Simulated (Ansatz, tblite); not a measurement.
**[(RSn)12O14(OH)6]2+, R = F (F₁₂H₆O₂₀Sn₁₂ (+2)): charged states by level of theory**

Aim: the energy of removing and adding an electron for [(RSn)12O14(OH)6]2+, R = F (F₁₂H₆O₂₀Sn₁₂ (+2)), by energy differences, and how well orbital energies stand in for it.

Method: as each input shows; program: Ansatz 0.2.0, Gaussian basis.

The runs, in order: charge +3 doublet, at the geometry of the singlet (PBE0-D4/def2-SVP, PBE-D4/def2-SVP, LDA/def2-SVP); charge +1 doublet, at the geometry of the singlet (PBE0-D4/def2-SVP, PBE-D4/def2-SVP, LDA/def2-SVP); the starting singlet's energies come from earlier runs.

2 further runs of the same task are left out: 2 for a known fault of the program.

### Step 1. The structure

The singlet was relaxed beforehand with r2SCAN-D4/def2-SVP.

50 atoms, charge 2, spin multiplicity 1.

Atoms are counted from 1 here; the program's logs count them from 0.

Bond lengths: Sn1–O13 2.107 Å, Sn1–O14 2.106 Å, Sn1–O15 2.106 Å, Sn1–O27 2.101 Å, Sn1–O28 2.100 Å, Sn1–F33 1.909 Å, Sn2–O13 2.107 Å, Sn2–O16 2.106 Å, Sn2–O17 2.106 Å, Sn2–O27 2.100 Å, Sn2–O29 2.100 Å, Sn2–F34 1.909 Å, Sn3–O13 2.107 Å, Sn3–O18 2.106 Å, Sn3–O19 2.106 Å, Sn3–O28 2.100 Å, Sn3–O29 2.101 Å, Sn3–F35 1.909 Å and more. Angles: O13–Sn1–O14 88.4°, O13–Sn1–O15 88.4°, O13–Sn1–O27 75.8°, O13–Sn1–O28 75.8°, O13–Sn1–F33 168.8°, O14–Sn1–O15 76.4°, O14–Sn1–O27 159.9°, O14–Sn1–O28 90.7°, O14–Sn1–F33 100.4°, O15–Sn1–O27 90.7°, O15–Sn1–O28 159.9°, O15–Sn1–F33 100.4°, O27–Sn1–O28 97.0°, O27–Sn1–F33 97.0°, O28–Sn1–F33 97.0°, O13–Sn2–O16 88.4°, O13–Sn2–O17 88.4°, O13–Sn2–O27 75.8° and more.

Sn takes a core potential in the def2 sets. No spin-orbit coupling is included. The ion is computed in the gas phase, without counter-ions or solvent.

### Step 2. Charge +3 doublet at the fixed geometry, PBE0-D4/def2-SVP

Input file in.yaml:

```yaml
crystal:
  periodic: [false, false, false]
  atoms:
    - {symbol: Sn, position_ang: [0.178526, 1.835995, 2.863344]}
    - {symbol: Sn, position_ang: [1.836854, 2.862610, 0.178579]}
    - {symbol: Sn, position_ang: [2.862490, 0.177213, 1.836415]}
    - {symbol: Sn, position_ang: [0.221766, 1.937916, -2.551463]}
    - {symbol: Sn, position_ang: [1.937032, -2.552187, 0.220725]}
    - {symbol: Sn, position_ang: [-2.551564, 0.221725, 1.938002]}
    - {symbol: Sn, position_ang: [-0.221824, -1.937916, 2.551484]}
    - {symbol: Sn, position_ang: [-1.937081, 2.552178, -0.220663]}
    - {symbol: Sn, position_ang: [2.551537, -0.221725, -1.937943]}
    - {symbol: Sn, position_ang: [-0.178527, -1.835994, -2.863370]}
    - {symbol: Sn, position_ang: [-1.836860, -2.862617, -0.178590]}
    - {symbol: Sn, position_ang: [-2.862484, -0.177200, -1.836413]}
    - {symbol: O, position_ang: [1.119444, 1.119327, 1.119519]}
    - {symbol: O, position_ang: [-0.780439, -0.030152, 3.040464]}
    - {symbol: O, position_ang: [-1.585646, 2.077622, 1.739376]}
    - {symbol: O, position_ang: [-0.029531, 3.040745, -0.780156]}
    - {symbol: O, position_ang: [2.077383, 1.738446, -1.585868]}
    - {symbol: O, position_ang: [1.738142, -1.586669, 2.076739]}
    - {symbol: O, position_ang: [3.039734, -0.780977, -0.030345]}
    - {symbol: O, position_ang: [-1.738231, 1.586676, -2.076750]}
    - {symbol: O, position_ang: [0.780447, 0.030145, -3.040430]}
    - {symbol: O, position_ang: [0.029462, -3.040795, 0.780148]}
    - {symbol: O, position_ang: [1.585667, -2.077632, -1.739323]}
    - {symbol: O, position_ang: [-2.077397, -1.738415, 1.585878]}
    - {symbol: O, position_ang: [-3.039684, 0.780951, 0.030384]}
    - {symbol: O, position_ang: [-1.119407, -1.119344, -1.119556]}
    - {symbol: O, position_ang: [1.008237, 3.552347, 1.981178]}
    - {symbol: O, position_ang: [1.980516, 1.006159, 3.552794]}
    - {symbol: O, position_ang: [3.552880, 1.979673, 1.007694]}
    - {symbol: O, position_ang: [-1.008298, -3.552355, -1.981228]}
    - {symbol: O, position_ang: [-1.980495, -1.006148, -3.552804]}
    - {symbol: O, position_ang: [-3.552846, -1.979644, -1.007657]}
    - {symbol: F, position_ang: [-0.347849, 2.650355, 4.507404]}
    - {symbol: F, position_ang: [2.650776, 4.506189, -0.349965]}
    - {symbol: F, position_ang: [4.506866, -0.350000, 2.649626]}
    - {symbol: F, position_ang: [0.336921, 3.065275, -4.071684]}
    - {symbol: F, position_ang: [3.065038, -4.071988, 0.335236]}
    - {symbol: F, position_ang: [-4.071725, 0.338017, 3.065326]}
    - {symbol: F, position_ang: [-0.337064, -3.065327, 4.071667]}
    - {symbol: F, position_ang: [-3.065151, 4.071937, -0.335051]}
    - {symbol: F, position_ang: [4.071723, -0.337845, -3.065247]}
    - {symbol: F, position_ang: [0.347949, -2.650315, -4.507417]}
    - {symbol: F, position_ang: [-2.650837, -4.506169, 0.349966]}
    - {symbol: F, position_ang: [-4.506865, 0.349934, -2.649666]}
    - {symbol: H, position_ang: [1.035779, 4.456546, 2.343931]}
    - {symbol: H, position_ang: [2.343426, 1.033696, 4.456949]}
    - {symbol: H, position_ang: [4.457329, 2.341818, 1.034809]}
    - {symbol: H, position_ang: [-1.035598, -4.456604, -2.343863]}
    - {symbol: H, position_ang: [-2.343291, -1.033471, -4.457004]}
    - {symbol: H, position_ang: [-4.457208, -2.342025, -1.035202]}
basis:
  gaussian: {orbitals: def2-SVP, fitting: {mean_field: def2-universal-jkfit}}
total_charge: 3
magnetization: {spin_polarized: true, initial_magnetization: 1}
hamiltonian: {xc: pbe0, dispersion: d4}
scf: {omitted_lower_state_checks: [starts]}
output: {orbitals: {seedname: orbitals}}
```

The run is started by

```console
ansatz run in.yaml --threads 11 --pin off --events-out ev --progress --plain --max-ram 174080MiB --backend cuda --devices 0, --max-vram 75GiB
```

Standard output:

```text
Functional definition: PBE0
  name "PBE0"
  cite "Adamo & Barone, J. Chem. Phys. 110, 6158 (1999) doi:10.1063/1.478522"
  cite "Perdew, Burke & Ernzerhof, Phys. Rev. Lett. 77, 3865 (1996) doi:10.1103/PhysRevLett.77.3865"
  parent pbe
  parameter a = 0.25
  parameter kappa = 0.804
  parameter beta = 0.06672455060314922
  exchange = (1 - a)*pbe_x(kappa = kappa, mu = beta*pi^2/3) + a*exact_x
  correlation = pbe_c(beta = beta)
these checks for a lower state are left out or cut short: starts
5188 factors; integrals over basis functions are off by at most 1.5e-1 eV
mean field evaluation 1: about -143390.5831 eV, gradient 1.7e2 eV
mean field evaluation 2: about -143251.4697 eV, gradient 2.5e2 eV
mean field evaluation 4: about -143482.0445 eV, gradient 3.3e1 eV
mean field evaluation 8: about -143486.4421 eV, gradient 3.5e0 eV
mean field evaluation 16: about -143486.5143 eV, gradient 3.2e-1 eV
mean field evaluation 32: about -143486.5158 eV, gradient 8.2e-3 eV
mean field -143486.51581746 eV, -5273.0321976380 hartree, gradient 4.7e-6 eV, S^2 0.754465; 0 other end points of the search recorded, 0 dependent functions left out
reference -143486.51589958 eV, -5273.0322006557 hartree; 268, 267 occupied and 522, 523 virtual orbitals, 5188 factors
Total energy: -143490.51046978 eV, -5273.1789984032 hartree
Checks for a lower state left out: starts
```

Run time: 45 s. Hardware: 1 × H100 with 11 threads of AMD EPYC 7R13, shared host; peak host memory 1.7 GiB.

From the report: HOMO -19.39 eV, LUMO -18.64 eV (over both spins); ⟨S²⟩ 0.754 (pure: 0.75).

### Step 3. Charge +3 doublet at the fixed geometry, PBE-D4/def2-SVP

start.molden holds the orbitals of an earlier run on this state, given as this run's starting guess.

in.yaml, as its differences from that of step 2:

```diff
@@ -54,6 +54,6 @@
 basis:
-  gaussian: {orbitals: def2-SVP, fitting: {mean_field: def2-universal-jkfit}}
+  gaussian: {orbitals: def2-SVP, fitting: {mean_field: def2-universal-jkfit}, initial_orbitals: start.molden}
 total_charge: 3
 magnetization: {spin_polarized: true, initial_magnetization: 1}
-hamiltonian: {xc: pbe0, dispersion: d4}
+hamiltonian: {xc: pbe, dispersion: d4}
 scf: {omitted_lower_state_checks: [starts]}
```

Same command.

Standard output:

```text
Functional definition: PBE
  name "PBE"
  cite "Perdew, Burke & Ernzerhof, Phys. Rev. Lett. 77, 3865 (1996) doi:10.1103/PhysRevLett.77.3865"
  parent pbe
  parameter kappa = 0.804
  parameter beta = 0.06672455060314922
  exchange = pbe_x(kappa = kappa, mu = beta*pi^2/3)
  correlation = pbe_c(beta = beta)
these checks for a lower state are left out or cut short: starts
5188 factors; integrals over basis functions are off by at most 1.5e-1 eV
mean field evaluation 1: about -143486.2374 eV, gradient 1.5e1 eV
mean field evaluation 2: about -143487.7844 eV, gradient 1.5e0 eV
mean field evaluation 4: about -143487.8350 eV, gradient 6.4e-1 eV
mean field evaluation 8: about -143487.8377 eV, gradient 4.6e-4 eV
mean field evaluation 16: about -143487.8377 eV, gradient 3.4e-5 eV
mean field -143487.83768084 eV, -5273.0807752214 hartree, gradient 2.7e-6 eV, S^2 0.750777; 0 other end points of the search recorded, 0 dependent functions left out
reference -143487.83779121 eV, -5273.0807792774 hartree; 268, 267 occupied and 522, 523 virtual orbitals, 5188 factors
Total energy: -143492.25081030 eV, -5273.2429547375 hartree
Checks for a lower state left out: starts
```

Run time: 18 s. Hardware: 1 × H100 with 11 threads of AMD EPYC 7R13, shared host; peak host memory 1.6 GiB.

Report: HOMO -17.60 eV, LUMO -17.57 eV (over both spins); ⟨S²⟩ 0.751 (pure: 0.75).

### Step 4. Charge +3 doublet at the fixed geometry, LDA/def2-SVP

in.yaml, as its differences from that of step 3:

```diff
@@ -57,3 +57,3 @@
 magnetization: {spin_polarized: true, initial_magnetization: 1}
-hamiltonian: {xc: pbe, dispersion: d4}
+hamiltonian: {xc: lda}
 scf: {omitted_lower_state_checks: [starts]}
```

Launched as before.

Standard output:

```text
Functional definition: SPW92
  name "SPW92"
  cite "Dirac, Proc. Camb. Phil. Soc. 26, 376 (1930) doi:10.1017/S0305004100016108"
  cite "Slater, Phys. Rev. 81, 385 (1951) doi:10.1103/PhysRev.81.385"
  cite "Perdew & Wang, Phys. Rev. B 45, 13244 (1992) doi:10.1103/PhysRevB.45.13244"
  exchange = slater_x
  correlation = pw_c
these checks for a lower state are left out or cut short: starts
5188 factors; integrals over basis functions are off by at most 1.5e-1 eV
mean field evaluation 1: about -142956.9464 eV, gradient 3.8e1 eV
mean field evaluation 2: about -142960.6314 eV, gradient 3.3e0 eV
mean field evaluation 4: about -142960.8516 eV, gradient 1.4e-1 eV
mean field evaluation 8: about -142960.8376 eV, gradient 3.9e-5 eV
mean field evaluation 16: about -142960.8376 eV, gradient 1.9e-6 eV
mean field -142960.83762791 eV, -5253.7138804894 hartree, gradient 2.0e-6 eV, S^2 0.750627; 0 other end points of the search recorded, 0 dependent functions left out
reference -142960.83773196 eV, -5253.7138843135 hartree; 268, 267 occupied and 522, 523 virtual orbitals, 5188 factors
Total energy: -142960.83773196 eV, -5253.7138843135 hartree
Checks for a lower state left out: starts
```

It took 18 s on 1 × H100 with 11 threads of AMD EPYC 7R13, shared host; peak host memory 1.5 GiB.

From the report: HOMO -17.83 eV, LUMO -17.83 eV (over both spins); ⟨S²⟩ 0.751 (pure: 0.75).

### Step 5. Vertical ionisation energy

Charged state less starting state, singlet to doublet; the starting state's energies are those of its earlier runs.

| level | vertical ionisation energy (eV) | time |
| --- | --- | --- |
| LDA/def2-SVP | +16.24 | 22 s |
| PBE-D4/def2-SVP | +16.03 | 22 s |
| PBE0-D4/def2-SVP | +17.54 | 54 s |

Times add the two runs; a level without a time comes out of a correlated run.

Beside −ε(HOMO) of the starting state:

| level | −ε(HOMO) (eV) | by difference (eV) | mismatch (eV) |
| --- | --- | --- | --- |
| LDA/def2-SVP | 14.62 | 16.24 | -1.62 |
| PBE-D4/def2-SVP | 14.39 | 16.03 | -1.64 |
| PBE0-D4/def2-SVP | 16.37 | 17.54 | -1.17 |

### Step 6. Charge +1 doublet at the fixed geometry, PBE0-D4/def2-SVP

in.yaml, as its differences from that of step 4:

```diff
@@ -54,6 +54,6 @@
 basis:
-  gaussian: {orbitals: def2-SVP, fitting: {mean_field: def2-universal-jkfit}, initial_orbitals: start.molden}
-total_charge: 3
+  gaussian: {orbitals: def2-SVP, fitting: {mean_field: def2-universal-jkfit}}
+total_charge: 1
 magnetization: {spin_polarized: true, initial_magnetization: 1}
-hamiltonian: {xc: lda}
+hamiltonian: {xc: pbe0, dispersion: d4}
 scf: {omitted_lower_state_checks: [starts]}
```

The command is unchanged.

Standard output, shortened:

```text
Functional definition: PBE0
  name "PBE0"
  cite "Adamo & Barone, J. Chem. Phys. 110, 6158 (1999) doi:10.1063/1.478522"
  cite "Perdew, Burke & Ernzerhof, Phys. Rev. Lett. 77, 3865 (1996) doi:10.1103/PhysRevLett.77.3865"
  parent pbe
[...]
5188 factors; integrals over basis functions are off by at most 1.5e-1 eV
[...]
mean field -143513.71384807 eV, -5274.0317068275 hartree, gradient 5.6e-5 eV, S^2 0.752012; 0 other end points of the search recorded, 0 dependent functions left out
reference -143513.71393011 eV, -5274.0317098422 hartree; 269, 268 occupied and 521, 522 virtual orbitals, 5188 factors
Total energy: -143517.77576228 eV, -5274.1809794214 hartree
Checks for a lower state left out: starts
```

It took 25 s on 1 × H100 with 11 threads of AMD EPYC 7R13, shared host; peak host memory 1.6 GiB.

Report: HOMO -8.59 eV, LUMO -7.61 eV (over both spins); ⟨S²⟩ 0.752 (pure: 0.75).

### Step 7. Charge +1 doublet at the fixed geometry, PBE-D4/def2-SVP

in.yaml, as its differences from that of step 6:

```diff
@@ -54,6 +54,6 @@
 basis:
-  gaussian: {orbitals: def2-SVP, fitting: {mean_field: def2-universal-jkfit}}
+  gaussian: {orbitals: def2-SVP, fitting: {mean_field: def2-universal-jkfit}, initial_orbitals: start.molden}
 total_charge: 1
 magnetization: {spin_polarized: true, initial_magnetization: 1}
-hamiltonian: {xc: pbe0, dispersion: d4}
+hamiltonian: {xc: pbe, dispersion: d4}
 scf: {omitted_lower_state_checks: [starts]}
```

The command is unchanged.

Standard output:

```text
Functional definition: PBE
  name "PBE"
  cite "Perdew, Burke & Ernzerhof, Phys. Rev. Lett. 77, 3865 (1996) doi:10.1103/PhysRevLett.77.3865"
  parent pbe
  parameter kappa = 0.804
  parameter beta = 0.06672455060314922
  exchange = pbe_x(kappa = kappa, mu = beta*pi^2/3)
  correlation = pbe_c(beta = beta)
these checks for a lower state are left out or cut short: starts
5188 factors; integrals over basis functions are off by at most 1.5e-1 eV
mean field evaluation 1: about -143512.2297 eV, gradient 1.5e1 eV
mean field evaluation 2: about -143513.6971 eV, gradient 1.3e0 eV
mean field evaluation 4: about -143513.6966 eV, gradient 8.3e-2 eV
mean field evaluation 8: about -143513.6966 eV, gradient 1.6e-5 eV
mean field -143513.69663142 eV, -5274.0310741272 hartree, gradient 1.6e-5 eV, S^2 0.750252; 0 other end points of the search recorded, 0 dependent functions left out
reference -143513.69674154 eV, -5274.0310781741 hartree; 269, 268 occupied and 521, 522 virtual orbitals, 5188 factors
Total energy: -143518.18380590 eV, -5274.1959747479 hartree
Checks for a lower state left out: starts
```

Run time: 7 s. Hardware: 1 × H100 with 11 threads of AMD EPYC 7R13, shared host; peak host memory 1.5 GiB.

HOMO -8.33 eV, LUMO -8.26 eV (over both spins); ⟨S²⟩ 0.750 (pure: 0.75).

### Step 8. Charge +1 doublet at the fixed geometry, LDA/def2-SVP

in.yaml, as its differences from that of step 7:

```diff
@@ -57,3 +57,3 @@
 magnetization: {spin_polarized: true, initial_magnetization: 1}
-hamiltonian: {xc: pbe, dispersion: d4}
+hamiltonian: {xc: lda}
 scf: {omitted_lower_state_checks: [starts]}
```

The command is unchanged.

Standard output:

```text
Functional definition: SPW92
  name "SPW92"
  cite "Dirac, Proc. Camb. Phil. Soc. 26, 376 (1930) doi:10.1017/S0305004100016108"
  cite "Slater, Phys. Rev. 81, 385 (1951) doi:10.1103/PhysRev.81.385"
  cite "Perdew & Wang, Phys. Rev. B 45, 13244 (1992) doi:10.1103/PhysRevB.45.13244"
  exchange = slater_x
  correlation = pw_c
these checks for a lower state are left out or cut short: starts
5188 factors; integrals over basis functions are off by at most 1.5e-1 eV
mean field evaluation 1: about -142983.5408 eV, gradient 3.8e1 eV
mean field evaluation 2: about -142987.1636 eV, gradient 3.6e0 eV
mean field evaluation 4: about -142987.2864 eV, gradient 1.5e-1 eV
mean field evaluation 8: about -142987.2867 eV, gradient 2.2e-5 eV
mean field -142987.28665343 eV, -5254.6858642496 hartree, gradient 2.2e-5 eV, S^2 0.750131; 0 other end points of the search recorded, 0 dependent functions left out
reference -142987.28675743 eV, -5254.6858680715 hartree; 269, 268 occupied and 521, 522 virtual orbitals, 5188 factors
Total energy: -142987.28675743 eV, -5254.6858680715 hartree
Checks for a lower state left out: starts
```

Wall time 6 s (1 × H100 with 11 threads of AMD EPYC 7R13, shared host); peak host memory 1.4 GiB.

Report: HOMO -8.67 eV, LUMO -8.61 eV (over both spins); ⟨S²⟩ 0.750 (pure: 0.75).

### Step 9. Vertical electron affinity

Starting state less charged state (positive: the electron is bound), singlet to doublet; the starting state's energies are those of its earlier runs.

| level | vertical electron affinity (eV) | time |
| --- | --- | --- |
| LDA/def2-SVP | +10.21 | 10 s |
| PBE-D4/def2-SVP | +9.90 | 11 s |
| PBE0-D4/def2-SVP | +9.73 | 34 s |

Times add the two runs; a level without a time comes out of a correlated run.

Beside −ε(LUMO) of the starting state:

| level | −ε(LUMO) (eV) | by difference (eV) | mismatch (eV) |
| --- | --- | --- | --- |
| LDA/def2-SVP | 11.75 | 10.21 | +1.55 |
| PBE-D4/def2-SVP | 11.40 | 9.90 | +1.50 |
| PBE0-D4/def2-SVP | 10.79 | 9.73 | +1.06 |

### Step 10. Results

```
                                           quantity                                 value
vertical ionisation energy, functionals in def2-SVP  16.03 (PBE-D4) to 17.54 eV (PBE0-D4)
vertical electron affinity, functionals in def2-SVP      9.73 (PBE0-D4) to 10.21 eV (LDA)
```

**Reading.** The vertical ionisation energy spans 16.03 to 17.54 eV over the functionals. −ε(HOMO) misses the level's own difference by -1.17 eV at best (PBE0-D4) and -1.64 eV at worst (PBE-D4). The vertical electron affinity spans 9.73 to 10.21 eV over the functionals. −ε(LUMO) misses the level's own difference by +1.06 eV at best (PBE0-D4) and +1.55 eV at worst (LDA).
